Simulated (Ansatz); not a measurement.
# C2H8N2Si: geometry optimisation

A script is to give a geometry optimisation; the system is C2H8N2Si.

Computed with Ansatz 0.2.0, driven from Python. Level of theory: PBE0+D4/def2-SVP.

### 1 The system

Bond lengths: N1–C2 1.434 Å, C2–N3 1.465 Å, N3–C4 1.332 Å, C4–Si5 1.865 Å, N1–H6 1.091 Å, N1–H7 0.978 Å, C2–H8 1.129 Å, C2–H9 1.139 Å, C4–H10 1.067 Å, Si5–H11 1.448 Å, Si5–H12 1.525 Å, Si5–H13 1.546 Å. Angles (14 of 19 angles, heavy atoms first): N1–C2–N3 110.6°, C2–N3–C4 112.2°, N3–C4–Si5 118.5°, N1–C2–H8 109.5°, N1–C2–H9 110.9°, N3–C2–H8 111.6°, N3–C2–H9 107.8°, C2–N1–H6 102.7°, C2–N1–H7 110.4°, N3–C4–H10 121.8°, Si5–C4–H10 118.7°, C4–Si5–H11 109.5°, C4–Si5–H12 109.5°, C4–Si5–H13 115.0°.

The script holds or builds the structure itself.

### 2 The code

opt_c2h8n2si.py

```python
# -*- coding: utf-8 -*-
'''Minimum-energy structure of C2H8N2Si.'''

import itertools
import warnings

import ansatz as az
from ase.data import atomic_numbers, covalent_radii
import numpy as np

warnings.simplefilter('ignore', az.DeckWarning)

geometry_ang = [
    ('N', [-0.9388, -1.9399, 0.7601]),
    ('C', [-0.0229, -0.9831, 1.3084]),
    ('N', [-0.1587, 0.3089, 0.6306]),
    ('C', [0.5393, 0.3583, -0.5033]),
    ('Si', [0.4393, 1.9023, -1.5442]),
    ('H', [-1.8816, -1.3912, 0.7521]),
    ('H', [-1.0655, -2.6854, 1.3808]),
    ('H', [1.0302, -1.3825, 1.2325]),
    ('H', [-0.2222, -0.8179, 2.4171]),
    ('H', [1.0045, -0.5089, -0.9159]),
    ('H', [1.1332, 1.6863, -2.797]),
    ('H', [1.1583, 3.0425, -0.832]),
    ('H', [-0.9948, 2.3759, -1.8742]),
]
geometry = az.Crystal.molecule()
for symbol, xyz in geometry_ang:
    geometry = geometry.atom(symbol, xyz)

base = geometry.calculation().basis(gaussian='def2-SVP').functional('PBE0', dispersion='d4')
symbols = [site.symbol for site in geometry.cartesian_sites]
start = np.array([site.position_ang for site in geometry.cartesian_sites], dtype=float)
def progress(event):
    if event['event'] == 'relax_step':
        row = event['data']
        print(f'step {row["step"]:3d}  E = {row["lagrangian_ev"]:.6f} eV  largest force component {row["allowed_force_max_ev_ang"]:.4f} eV/A')


summary = base.relax(force_tolerance=0.01, max_steps=100).session().plan().execute(on_event=progress).report
end = np.array(summary['positions_ang'])

print(f'E = {summary["free_energy_ev"]:.6f} eV = {summary["free_energy_ev"] / 27.211386246:.7f} Ha')
print('converged:', summary['converged'], ' doubts:', summary['published_state_doubts'] or 'none')

# pairs closer than 1.2 times the sum of covalent radii, before or after
radius = [covalent_radii[atomic_numbers[s]] for s in symbols]
span = lambda where, i, j: np.linalg.norm(where[i] - where[j])
bonded = [(i, j) for i, j in itertools.combinations(range(len(symbols)), 2) if min(span(start, i, j), span(end, i, j)) < 1.2 * (radius[i] + radius[j])]
print('pair        before    after (A)')
for i, j in bonded:
    print(f'{symbols[i]}{i}-{symbols[j]}{j}'.ljust(10), f'{span(start, i, j):8.4f} {span(end, i, j):8.4f}')
```

### 3 Launch

Command:

```console
python opt_c2h8n2si.py
```

Q: Predict the main results. Wanted: total energy; dipole moment; moves of the relaxation; energy gained; last largest force component.

As calculated:

```
                    quantity           value
                total energy  -13045.1977 eV
               dipole moment          1.81 D
     moves of the relaxation              19
               energy gained        0.560 eV
last largest force component     0.0075 eV/Å
```

**Reading.** The relaxation took 19 moves; the largest shift is 0.993 Å, of atom 10 (H). So large a move can change the bonding: the results belong to the relaxed structure. The end point is the stationary point reached from this start; no frequency run checks that it is a minimum, and the basis set is modest.
